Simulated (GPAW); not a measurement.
# Hf2Si (I4/mcm) in GPAW: a series of runs

The runs below take Hf2Si through band structure, equation of state, with PBEsol, LDA.

All numbers are computed with GPAW 26.7.0; they aren't measurements. Logs are shortened: lines on timing, memory, paths and dates and some standing lists are left out, and cuts for length are marked. The log counts tension as positive stress, the text compression.

**1. The crystal as given**

The structure is tetragonal, space group I4/mcm (No. 140). The conventional cell has a = 6.551 Å, b = 6.551 Å, c = 5.166 Å, α = 90.00°, β = 90.00°, γ = 90.00°. Hf (site symmetry m2m) has 4 Si at 2.79 Å and 3 Hf at 2.90 to 3.11 Å as nearest neighbours. Si (site symmetry 422) is surrounded by 2 Si at 2.58 Å and 8 Hf at 2.79 Å.

The cell comes from a database or a generator and needn't be the stable form of this composition.

**2. Band structure, PBEsol**

Input file run.py:

```python
from ase import Atoms
from ase.dft.bandgap import bandgap
from ase.io import write
from ase.units import GPa
from gpaw import GPAW, PW, setup_paths

setup_paths.insert(0, '.')

atoms = Atoms(['Hf', 'Hf', 'Hf', 'Hf', 'Si', 'Si'],
              cell=[[-3.275352224, 3.275352224, 2.582823393],
                    [3.275352224, -3.275352224, 2.582823393],
                    [3.275352224, 3.275352224, -2.582823393]],
              scaled_positions=[[0.15648638, 0.65648638, 0.81297276],
                                [0.65648638, 0.84351362, 0.5],
                                [0.84351362, 0.34351362, 0.18702724],
                                [0.34351362, 0.15648638, 0.5],
                                [0.75, 0.75, 0.0],
                                [0.25, 0.25, 0.0]],
              pbc=True)

calc = GPAW(mode=PW(600),
            xc='PBEsol',
            kpts={'size': (5, 5, 5), 'gamma': True},
            occupations={'name': 'fermi-dirac', 'width': 0.05},
            nbands=51,
            convergence={'density': 1e-05, 'energy': 1e-05},
            maxiter=150,
            txt='gpaw.txt')
atoms.calc = calc
energy = atoms.get_potential_energy()
forces = atoms.get_forces()
stress = atoms.get_stress()
calc.write('gs.gpw')
write('result.traj', atoms)
print(f'Energy: {energy:.6f} eV')
print('Forces (eV/A):')
print(forces.round(4))
print('Stress (GPa):', (stress / GPa).round(3))
print('Fermi level:', round(calc.get_fermi_level(), 4), 'eV')
print(f'Gap: {bandgap(calc)[0]:.4f} eV, direct: {bandgap(calc, direct=True)[0]:.4f} eV')

path = atoms.cell.bandpath('GXMGZPNZ1M,XP', npoints=100, eps=1e-4)
bs_calc = calc.fixed_density(kpts=path, symmetry='off', nbands=76,
                             convergence={'bands': 'CBM+6.0', 'eigenstates': 1e-6}, txt='bands.txt')
bs = bs_calc.band_structure()
bs.write('bs.json')
print(f'Gap on the path: {bandgap(bs_calc)[0]:.4f} eV')
```

Potentials or basis: PAW data sets generated in the run's folder for this functional, pw.

On the command line:

```console
$ gpaw-setup -f PBEsol Hf Si
$ OMP_NUM_THREADS=1 python run.py
```

gpaw.txt:

```text
__  _  _
 | _ |_)|_||  |
 |__||  | ||/\| - 26.7.0

Input parameters:
  mode=PW(ecut=600.0),
  convergence={'density': 1e-05, 'energy': 1e-05},
  kpts=MonkhorstPack(size=(5, 5, 5), gamma=True),
  maxiter=150,
  nbands=51,
  occupations=Occupations(name='fermi-dirac', width=0.05),
  xc=XC(name='PBEsol')

Diagonalizing LCAO Hamiltonian
Converting LCAO to pw mode

         HSi
                Hf

          Si  Hf
                     Hf

Atoms  # Å, Bohr magnetons
|   | symbol |         x |         y |        z |    initial magnetic moments |
|---|--------|-----------|-----------|----------|-----------------------------|
| 0 |     Hf |  4.300448 |  1.025096 | 0.000000 | ( 0.0000,  0.0000,  0.0000) |
| 1 |     Hf |  2.250256 |  1.025096 | 2.582823 | ( 0.0000,  0.0000,  0.0000) |
| 2 |     Hf | -1.025096 |  2.250256 | 2.582823 | ( 0.0000,  0.0000,  0.0000) |
| 3 |     Hf |  1.025096 |  2.250256 | 0.000000 | ( 0.0000,  0.0000,  0.0000) |
| 4 |     Si |  0.000000 | -0.000000 | 3.874235 | ( 0.0000,  0.0000,  0.0000) |
| 5 |     Si |  0.000000 |  0.000000 | 1.291412 | ( 0.0000,  0.0000,  0.0000) |

Unit cell  # Å
| periodic |         x |         y |         z |  lengths |     angles |
|----------|-----------|-----------|-----------|----------|------------|
|      yes | -3.275352 |  3.275352 |  2.582823 | 5.303474 | 103.719852 |
|      yes |  3.275352 | -3.275352 |  2.582823 | 5.303474 | 103.719852 |
|      yes |  3.275352 |  3.275352 | -2.582823 | 5.303474 | 121.712044 |

Number of symmetries: 8
Symmetry operations  # r_c * U_cc + t_c -> r_c
|   | kind |            matrix            |
|---|------|------------------------------|
| 0 |  C4  |  1, 1, 1,  0, 0,-1, -1, 0, 0 |
| 1 |  E   |  1, 0, 0,  0, 1, 0,  0, 0, 1 |
| 2 |  C2  |  0, 1, 0,  1, 0, 0, -1,-1,-1 |
| 3 |  S4  |  0, 0, 1, -1,-1,-1,  0, 1, 0 |
| 4 |  C4  |  0, 0,-1,  1, 1, 1,  0,-1, 0 |
| 5 |  σ   |  0,-1, 0, -1, 0, 0,  1, 1, 1 |
| 6 |  i   | -1, 0, 0,  0,-1, 0,  0, 0,-1 |
| 7 |  S4  | -1,-1,-1,  0, 0, 1,  1, 0, 0 |

BZ-sampling:
  Number of BZ points: 125
  Number of IBZ points: 21

  Monkhorst-Pack size: [5, 5, 5]
  Monkhorst-Pack shift: [0, 0, 0]

K-points  # in reciprocal-cell coordinates
|     |                                coordinates |     weight |
|-----|--------------------------------------------|------------|
|   0 | (  0.00000000,   0.00000000,   0.00000000) | 0.00800000 |
|   1 | (  0.20000000,  -0.20000000,   0.00000000) | 0.03200000 |
|   2 | (  0.20000000,  -0.20000000,   0.20000000) | 0.03200000 |
|   3 | (  0.20000000,   0.00000000,   0.00000000) | 0.06400000 |
|   4 | (  0.20000000,   0.20000000,  -0.20000000) | 0.01600000 |
|   5 | (  0.40000000,  -0.40000000,  -0.20000000) | 0.03200000 |
|   6 | (  0.40000000,  -0.40000000,   0.00000000) | 0.03200000 |
|   7 | (  0.40000000,  -0.40000000,   0.20000000) | 0.03200000 |
|   8 | (  0.40000000,  -0.40000000,   0.40000000) | 0.03200000 |
|   9 | (  0.40000000,  -0.20000000,  -0.20000000) | 0.06400000 |
| ... |                                            |            |
|  20 | (  0.40000000,   0.40000000,   0.40000000) | 0.06400000 |

Plane wave coefficients: 3727
Cutoff: 600.0 eV

Spin-components: 1 (collinear spins)
Bands:           51
Projectors:      34
Spin-degeneracy: 2
Datatype:        complex128

Parallelization:
  kpt:    1
  domain: 1
  band:   1

Density:
  Valence electrons: 56.0
  Components: 1
  Grid points: [30 30 30]
  Charge: 0.0  # |e|

Potential:
  Grid points: [30 30 30]

species:
  Hf:
    name:    Hafnium
    Z:       72.0
    valence: 12
    core:    60
    charge:  0.0  # [|e|]
    compensation charges:
      type: gauss
      rc: 0.41  # [Å]
      lmax: 2
    cutoffs:
      filter: 2.36  # [Å]
      core: 4.02  # [Å]
    projectors
    | kind |    occ | energy [eV] | rcut [Å] |
    |------|--------|-------------|----------|
    |   5s |  2.000 |     -66.855 |    1.397 |
    |   6s |  2.000 |      -5.120 |    1.397 |
    |   5p |  6.000 |     -35.615 |    1.307 |
    |   6p |  0.000 |      -1.375 |    1.307 |
    |   5d |  2.000 |      -2.724 |    1.334 |
    |    d |        |      24.487 |    1.334 |

    Using partial waves for Hf as LCAO basis

  Si:
    name:    Silicon
    Z:       14.0
    valence: 4
    core:    10
    charge:  0.0  # [|e|]
    compensation charges:
      type: gauss
      rc: 0.33  # [Å]
      lmax: 2
    cutoffs:
      filter: 1.86  # [Å]
      core: 2.06  # [Å]
    projectors
    | kind |    occ | energy [eV] | rcut [Å] |
    |------|--------|-------------|----------|
    |   3s |  2.000 |     -10.768 |    1.058 |
    |   3p |  2.000 |      -4.057 |    1.058 |
    |    s |        |      16.444 |    1.058 |
    |    p |        |      23.155 |    1.058 |
    |    d |        |       0.000 |    1.058 |

    Using partial waves for Si as LCAO basis

Reference energy: -1654792.894690  # eV

eigensolver:
  PPCG
  Converge bands: occupied
  niter=2

density mixing:
  MSR1-Mixer
  Pratt-step length: 0.05
  Maximum mixing coefficient: 0.75
  Old densities: 10
  SVD Regularization: 0.005
  Good broyden scale: 1.0
  Trust region scale: 1.0
  Backstep threshold: 4.0
  History deletion threshold: 6.0
  Fourier metric: weight=20.0, sigma=0.015

occupation numbers:
  Fermi-Dirac:
    width: 0.0500  # eV

poisson solver:
  ecut: 4800.0  # eV

xc functional:
  name: PBEsol with 2 nearest neighbor stencil

convergence criteria:
- Maximum integral of absolute [dens]ity change: 1e-05 electrons / valence electron
- Maximum [total energy] change in last 3 cyles: 1e-05 eV / valence electron
- Maximum integral of absolute [eigenst]ate change: 4e-08 eV^2 / valence electron
maximum number of iterations: 150

SCF iterations
|iter     | |      energy | eigst |  dens |
|---------|-|-------------|-------|-------|
|iter:   1| |  -49.111119 | +0.12 |       |
|iter:   2| |  -49.101023 | -1.77 | -1.23 |
|iter:   3| |  -49.954820 | -0.74 | -1.24 |
|iter:   4| |  -48.566616 | -1.04 | -1.29 |
|iter:   5| |  -48.543440 | -2.44 | -1.78 |
|iter:   6| |  -48.550116 | -3.57 | -2.22 |
|iter:   7| |  -48.550315 | -4.81 | -2.98 |
|iter:   8| |  -48.550325c| -6.25 | -3.77 |
|iter:   9| |  -48.550326c| -7.57c| -4.45 |
|iter:  10| |  -48.550326c| -8.29c| -5.13c|

Converged in 10 steps
Energy contributions relative to reference atoms: (reference = -1654792.894690)

Energy contributions:
  Kinetic:          42.437382
  Coulomb:         -38.692743
  Zero:             -2.007227
  External:          0.000000
  Xc:              -50.276767
  Entropy:          -0.021942
  Spinorbit:         0.000000
  ----------------------------
  Free energy:     -48.561297
  Extrapolated:    -48.550326

dipole moment: (-14.237963, -14.237963, 11.227446)  # |e|*Ang

Fermi level: 9.872
Eigenvalues  # (at kpt = [0.000, 0.000, 0.000])
| band index |      eig [eV] | occ [0-2] |
|------------|---------------|-----------|
|          0 |       -51.328 |     2.000 |
|        ... |               |           |
|         20 |         6.636 |     2.000 |
|         21 |         6.636 |     2.000 |
|         22 |         8.476 |     2.000 |
|         23 |         8.476 |     2.000 |
|         24 |         8.598 |     2.000 |
|         25 |         8.598 |     2.000 |
[... 8 lines left out ...]
|         34 |        12.475 |     0.000 |
|         35 |        13.321 |     0.000 |
|        ... |               |           |
|         50 |        19.340 |     0.000 |

No gap
No difference between direct/indirect transitions

Forces  # eV/Ang
|        x |        y |        z |
|----------|----------|----------|
|  0.01021 |  0.01021 |  0.00000 |  # Hf   0
| -0.01021 |  0.01021 |  0.00000 |  # Hf   1
| -0.01021 | -0.01021 | -0.00000 |  # Hf   2
|  0.01021 | -0.01021 | -0.00000 |  # Hf   3
|  0.00000 |  0.00000 | -0.00000 |  # Si   4
|  0.00000 |  0.00000 |  0.00000 |  # Si   5

Stress tensor  # eV/Ang^3
|        x |        y |        z |
|----------|----------|----------|
| 0.010391 | 0.000000 | 0.000000 |
| 0.000000 | 0.010391 | 0.000000 |
| 0.000000 | 0.000000 | 0.013096 |

# Writing to gs.gpw (mode='')
```

It took 7 min on 1 thread of Arm Neoverse V1, shared host; peak memory 0.87 GiB.

What came out:

| Item | Value |
| --- | --- |
| Free energy | -48.5613 eV |
| Pressure | -1.8 GPa |
| Largest force | 0.014 eV/Å |
| Band gap along the path | none (metal or under the smearing width) |

Forces on the atoms (eV/Å):
```
Hf   0.010  0.010  0.000
Hf  -0.010  0.010  0.000
Hf  -0.010 -0.010  0.000
Hf   0.010 -0.010  0.000
Si   0.000  0.000  0.000
Si   0.000  0.000  0.000
```

Stress tensor (GPa, compression positive):
```
-1.66  0.00  0.00
 0.00 -1.66  0.00
 0.00  0.00 -2.10
```

Levels at the corners of the path, in eV from the Fermi level:
```tsv
point	band 24	band 25	band 26	band 27	band 28	band 29	band 30	band 31	band 32	band 33
Γ	-1.40	-1.27	-1.27	-0.99	-0.91	2.03	2.06	2.08	2.53	2.53
X	-2.13	-1.44	-1.09	-0.65	-0.44	1.30	1.34	1.66	2.12	2.92
M	-2.02	-0.88	-0.45	0.02	0.31	0.37	0.37	1.33	1.42	1.71
Γ	-1.40	-1.27	-1.27	-0.99	-0.91	2.03	2.06	2.08	2.53	2.53
Z	-2.00	-1.00	-0.32	-0.05	0.53	0.53	0.74	0.95	1.44	1.44
P	-1.27	-0.80	-0.80	-0.64	-0.64	0.25	0.25	2.18	2.18	3.28
N	-1.09	-0.74	-0.74	-0.52	-0.52	0.19	0.19	1.97	1.97	3.22
Z1	-2.00	-1.00	-0.32	-0.05	0.53	0.53	0.74	0.95	1.44	1.44
M	-2.02	-0.88	-0.45	0.02	0.31	0.37	0.37	1.33	1.42	1.71
X	-2.13	-1.44	-1.09	-0.65	-0.44	1.30	1.34	1.66	2.12	2.92
P	-1.27	-0.80	-0.80	-0.64	-0.64	0.25	0.25	2.18	2.18	3.28
```

Caveat: spin-orbit coupling is left out, which moves the levels of the heavy elements.

**3. Band structure, LDA**

Edit run.py of step 2 so:

```diff
@@ -4,5 +4,3 @@
 from ase.units import GPa
-from gpaw import GPAW, PW, setup_paths
-
-setup_paths.insert(0, '.')
+from gpaw import GPAW, PW
 
@@ -21,3 +19,3 @@
 calc = GPAW(mode=PW(600),
-            xc='PBEsol',
+            xc='LDA',
             kpts={'size': (5, 5, 5), 'gamma': True},
```

Potentials or basis: the program's PAW data sets (release 1.2.1) made for this functional, pw.

On the command line:

```console
$ OMP_NUM_THREADS=1 python run.py
```

Run time: 6.7 min. Hardware: 1 thread of Arm Neoverse V1, shared host; peak memory 0.87 GiB.

It converged, with:

- Free energy: -49.8722 eV
- Pressure: -5.8 GPa
- Band gap along the path: none (metal or under the smearing width)

Stress tensor (GPa, compression positive):
```
-5.73  0.00  0.00
 0.00 -5.73  0.00
 0.00  0.00 -5.86
```

Levels at the corners of the path, in eV from the Fermi level:
| point | band 24 | band 25 | band 26 | band 27 | band 28 | band 29 | band 30 | band 31 | band 32 | band 33 |
| --- | --- | --- | --- | --- | --- | --- | --- | --- | --- | --- |
| Γ | -1.37 | -1.25 | -1.25 | -0.97 | -0.88 | 1.98 | 2.03 | 2.05 | 2.47 | 2.47 |
| X | -2.12 | -1.41 | -1.08 | -0.62 | -0.42 | 1.29 | 1.31 | 1.62 | 2.12 | 2.86 |
| M | -2.01 | -0.89 | -0.45 | 0.00 | 0.31 | 0.36 | 0.36 | 1.31 | 1.38 | 1.70 |
| Γ | -1.37 | -1.25 | -1.25 | -0.97 | -0.88 | 1.98 | 2.03 | 2.05 | 2.47 | 2.47 |
| Z | -1.98 | -0.99 | -0.33 | -0.06 | 0.52 | 0.52 | 0.72 | 0.95 | 1.42 | 1.42 |
| P | -1.26 | -0.78 | -0.78 | -0.63 | -0.63 | 0.24 | 0.24 | 2.15 | 2.15 | 3.24 |
| N | -1.08 | -0.72 | -0.72 | -0.51 | -0.51 | 0.20 | 0.20 | 1.94 | 1.94 | 3.17 |
| Z1 | -1.98 | -0.99 | -0.33 | -0.06 | 0.52 | 0.52 | 0.72 | 0.95 | 1.42 | 1.42 |
| M | -2.01 | -0.89 | -0.45 | 0.00 | 0.31 | 0.36 | 0.36 | 1.31 | 1.38 | 1.70 |
| X | -2.12 | -1.41 | -1.08 | -0.62 | -0.42 | 1.29 | 1.31 | 1.62 | 2.12 | 2.86 |
| P | -1.26 | -0.78 | -0.78 | -0.63 | -0.63 | 0.24 | 0.24 | 2.15 | 2.15 | 3.24 |

Caveat: spin-orbit coupling is left out, which moves the levels of the heavy elements.

**4. Equation of state, LDA**

Input file run.py:

```python
from ase import Atoms
from ase.eos import EquationOfState
from ase.io import Trajectory
from ase.units import GPa
from gpaw import GPAW, PW

atoms = Atoms(['Hf', 'Hf', 'Hf', 'Hf', 'Si', 'Si'],
              cell=[[-3.275352224, 3.275352224, 2.582823393],
                    [3.275352224, -3.275352224, 2.582823393],
                    [3.275352224, 3.275352224, -2.582823393]],
              scaled_positions=[[0.15648638, 0.65648638, 0.81297276],
                                [0.65648638, 0.84351362, 0.5],
                                [0.84351362, 0.34351362, 0.18702724],
                                [0.34351362, 0.15648638, 0.5],
                                [0.75, 0.75, 0.0],
                                [0.25, 0.25, 0.0]],
              pbc=True)

traj = Trajectory('eos.traj', 'w')
volumes, energies = [], []
for x in [0.94, 0.96, 0.98, 1.0, 1.02, 1.04, 1.06]:
    a = atoms.copy()
    a.set_cell(atoms.cell * x**(1 / 3), scale_atoms=True)
    calc = GPAW(mode=PW(600),
                xc='LDA',
                kpts={'size': (5, 5, 5), 'gamma': True},
                occupations={'name': 'fermi-dirac', 'width': 0.05},
                nbands=51,
                convergence={'density': 1e-05, 'energy': 1e-05},
                maxiter=150,
                txt=f'eos-{x:.2f}.txt')
    a.calc = calc
    energies.append(a.get_potential_energy(force_consistent=True))
    volumes.append(a.get_volume())
    p = -a.get_stress()[:3].mean() / GPa
    calc.write(f'eos-{x:.2f}.gpw')
    traj.write(a)
    print(f'{x:.2f} {volumes[-1]:10.4f} A^3 {energies[-1]:14.6f} eV {p:9.3f} GPa', flush=True)

v0, e0, B = EquationOfState(volumes, energies, eos='birchmurnaghan').fit()
print(f'V0 = {v0:.4f} A^3, E0 = {e0:.6f} eV, B0 = {B / GPa:.2f} GPa')
```

On the command line:

```console
$ OMP_NUM_THREADS=1 python run.py
```

Run time: 9.7 min. Hardware: 1 thread of Arm Neoverse V1, shared host; peak memory 0.55 GiB.

It converged, with:

| Quantity | Value |
| --- | --- |
| Equilibrium volume | 17.76 Å³/atom |
| Bulk modulus at fixed shape and positions | 159 GPa |
| Pressure derivative of the bulk modulus | 4.0 |

Energy against volume, from the lowest point:
```
volume (Å³/atom)  energy (meV/atom)
          17.364               4.51
          17.733               0.00
          18.103               3.15
          18.472              13.22
          18.842              29.54
          19.211              51.48
          19.581              78.50
```

Caveat: the cell was scaled at fixed shape and fractional positions, which overstates the stiffness of a crystal with free parameters, most of all of layers and chains.

**5. Summary**

| task | level | potentials or basis | band path | band points | pressure (GPa) |
| --- | --- | --- | --- | --- | --- |
| band structure | PBEsol | PAW data sets generated in the run's folder for this functional, pw | GXMGZPNZ1M,XP | 100 | -1.8 |
| band structure | LDA | the program's PAW data sets (release 1.2.1) made for this functional, pw | GXMGZPNZ1M,XP | 100 | -5.8 |
| equation of state | LDA | the program's PAW data sets (release 1.2.1) made for this functional, pw | - | - | - |

Alike in all rows: no spin polarisation; cell as given; k mesh 5 × 5 × 5; cutoff (eV) 600; smearing fermi-dirac 0.05 eV.

Caveats: spin-orbit coupling is left out, which moves the levels of the heavy elements (some runs); the cell was scaled at fixed shape and fractional positions, which overstates the stiffness of a crystal with free parameters, most of all of layers and chains (some runs).

Total energies depend on the potentials used, so only differences within one code and one set of settings carry meaning.
